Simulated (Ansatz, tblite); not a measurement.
# C10H12N2: one state, many levels

Aim: run the singlet of C10H12N2 at one geometry on many levels, and compare frontier levels, spin and run time.

Program: Ansatz 0.2.0, Gaussian basis. Level of theory: as each input shows. These are calculated values, not measurements.

Levels to be run: GFN1-xTB, GFN2-xTB, PBE-D4/def2-TZVP, r2SCAN-D4/def2-TZVP, B2PLYP/def2-TZVP, B3LYP-D4/def2-TZVP, PBE-D4/def2-SVP, PBE0-D4/def2-SVP, MP2/def2-SVP.

## 1. The geometry

The geometry is that of the singlet, from an earlier relaxation (r2SCAN-D4/def2-SVP).

SMILES `Cn1cccc1-c1cccn1C`, 24 atoms, charge 0, spin multiplicity 1.

Bond lengths: C1–N2 1.447 Å, C1–H13 1.099 Å, C1–H14 1.103 Å, C1–H15 1.098 Å, N2–C3 1.373 Å, N2–C6 1.387 Å, C3–C4 1.384 Å, C3–H16 1.089 Å, C4–C5 1.417 Å, C4–H17 1.089 Å, C5–C6 1.397 Å, C5–H18 1.089 Å, C6–C7 1.453 Å, C7–C8 1.397 Å, C7–N11 1.387 Å, C8–C9 1.417 Å, C8–H19 1.089 Å, C9–C10 1.384 Å and more. Angles: N2–C1–H13 109.1°, N2–C1–H14 111.9°, N2–C1–H15 109.7°, H13–C1–H14 108.6°, H13–C1–H15 109.1°, H14–C1–H15 108.3°, C1–N2–C3 124.2°, C1–N2–C6 126.4°, C3–N2–C6 109.3°, N2–C3–C4 108.6°, N2–C3–H16 120.4°, C4–C3–H16 130.9°, C3–C4–C5 107.0°, C3–C4–H17 125.9°, C5–C4–H17 127.1°, C4–C5–C6 107.9°, C4–C5–H18 126.9°, C6–C5–H18 125.1° and more.

As a file:

```
atom    x (Å)    y (Å)    z (Å)
  C1  -2.0203   0.8729  -1.3833
  N2  -1.7774  -0.1756  -0.4168
  C3  -2.6800  -1.1617  -0.1038
  C4  -2.1100  -2.0004   0.8386
  C5  -0.8136  -1.4975   1.1123
  C6  -0.6203  -0.3588   0.3265
  C7   0.5125   0.5470   0.2409
  C8   0.5584   1.9431   0.2313
  C9   1.9192   2.3335   0.1657
 C10   2.6734   1.1730   0.1380
 N11   1.8229   0.0959   0.1764
 C12   2.2559  -1.2840   0.1438
 H13  -2.6930   0.4933  -2.1654
 H14  -2.4839   1.7602  -0.9201
 H15  -1.0710   1.1802  -1.8426
 H16  -3.6571  -1.1875  -0.5845
 H17  -2.5822  -2.8750   1.2836
 H18  -0.0982  -1.8902   1.8333
 H19  -0.3077   2.5992   0.3041
 H20   2.3103   3.3497   0.1476
 H21   3.7511   1.0230   0.0888
 H22   3.1838  -1.3571  -0.4408
 H23   1.4821  -1.9034  -0.3296
 H24   2.4450  -1.6800   1.1559
```

PBE0-D4/def2-TZVP was run before; its log isn't repeated, and its numbers join the tables.

## 2. GFN1-xTB

Tight binding, by tblite at 300 K electronic temperature and without a spin-polarisation term:

```python
tblite.interface.Calculator('GFN1-xTB', numbers, positions, charge=0, uhf=0).singlepoint()
```

Energy -924.3858 eV, HOMO -10.17 eV, LUMO -6.64 eV; 0.049 s.

## 3. GFN2-xTB

Tight binding, by tblite at 300 K electronic temperature and without a spin-polarisation term:

```python
tblite.interface.Calculator('GFN2-xTB', numbers, positions, charge=0, uhf=0).singlepoint()
```

Energy -908.3783 eV, HOMO -9.25 eV, LUMO -5.64 eV; 0.032 s.

## 4. PBE-D4/def2-TZVP

start.molden holds the orbitals of an earlier run on this state, given as this run's starting guess.

Contents of in.yaml:

```yaml
crystal:
  periodic: [false, false, false]
  atoms:
    - {symbol: C, position_ang: [-2.020321, 0.872927, -1.383331]}
    - {symbol: N, position_ang: [-1.777361, -0.175626, -0.416799]}
    - {symbol: C, position_ang: [-2.679955, -1.161693, -0.103776]}
    - {symbol: C, position_ang: [-2.110022, -2.000401, 0.838620]}
    - {symbol: C, position_ang: [-0.813627, -1.497461, 1.112344]}
    - {symbol: C, position_ang: [-0.620335, -0.358812, 0.326498]}
    - {symbol: C, position_ang: [0.512482, 0.547003, 0.240928]}
    - {symbol: C, position_ang: [0.558406, 1.943140, 0.231253]}
    - {symbol: C, position_ang: [1.919221, 2.333529, 0.165741]}
    - {symbol: C, position_ang: [2.673355, 1.172987, 0.137957]}
    - {symbol: N, position_ang: [1.822899, 0.095864, 0.176401]}
    - {symbol: C, position_ang: [2.255874, -1.284019, 0.143810]}
    - {symbol: H, position_ang: [-2.692958, 0.493335, -2.165360]}
    - {symbol: H, position_ang: [-2.483905, 1.760221, -0.920132]}
    - {symbol: H, position_ang: [-1.071013, 1.180206, -1.842632]}
    - {symbol: H, position_ang: [-3.657092, -1.187476, -0.584466]}
    - {symbol: H, position_ang: [-2.582191, -2.874969, 1.283607]}
    - {symbol: H, position_ang: [-0.098155, -1.890160, 1.833331]}
    - {symbol: H, position_ang: [-0.307719, 2.599224, 0.304139]}
    - {symbol: H, position_ang: [2.310332, 3.349662, 0.147577]}
    - {symbol: H, position_ang: [3.751130, 1.022959, 0.088772]}
    - {symbol: H, position_ang: [3.183823, -1.357061, -0.440791]}
    - {symbol: H, position_ang: [1.482077, -1.903409, -0.329571]}
    - {symbol: H, position_ang: [2.445046, -1.679970, 1.155879]}
basis:
  gaussian: {orbitals: def2-TZVP, initial_orbitals: start.molden}
hamiltonian: {xc: pbe, dispersion: d4}
scf: {omitted_lower_state_checks: [starts]}
output: {forces: true, orbitals: {seedname: orbitals}}
```

Started as:

```console
$ ansatz run in.yaml --threads 6 --pin off --events-out ev --progress --plain --max-ram 7833MiB
```

Further steps of the session: r2SCAN-D4/def2-TZVP; B2PLYP/def2-TZVP; B3LYP-D4/def2-TZVP; PBE-D4/def2-SVP; PBE0-D4/def2-SVP; MP2/def2-SVP.

Q: Predict the results of all the runs planned. Wanted: gap in def2-TZVP, named functionals, smallest and largest; correlation energy, MP2/def2-SVP; binding an atom, functionals in def2-TZVP; PBE0 total energy, smallest basis above largest.

As calculated:

```
                                                 quantity                                value
gap in def2-TZVP, named functionals, smallest and largest  3.73 eV (PBE-D4), 5.45 eV (PBE0-D4)
                         correlation energy, MP2/def2-SVP                            -45.58 eV
                binding an atom, functionals in def2-TZVP  4.73 (B3LYP-D4) to 4.90 eV (PBE-D4)
          PBE0 total energy, smallest basis above largest       14.13 eV (def2-SVP, def2-TZVP)
```

In words: Over the named functionals in def2-TZVP the gap runs from 3.73 eV (PBE-D4) to 5.45 eV (PBE0-D4); exact exchange widens it.
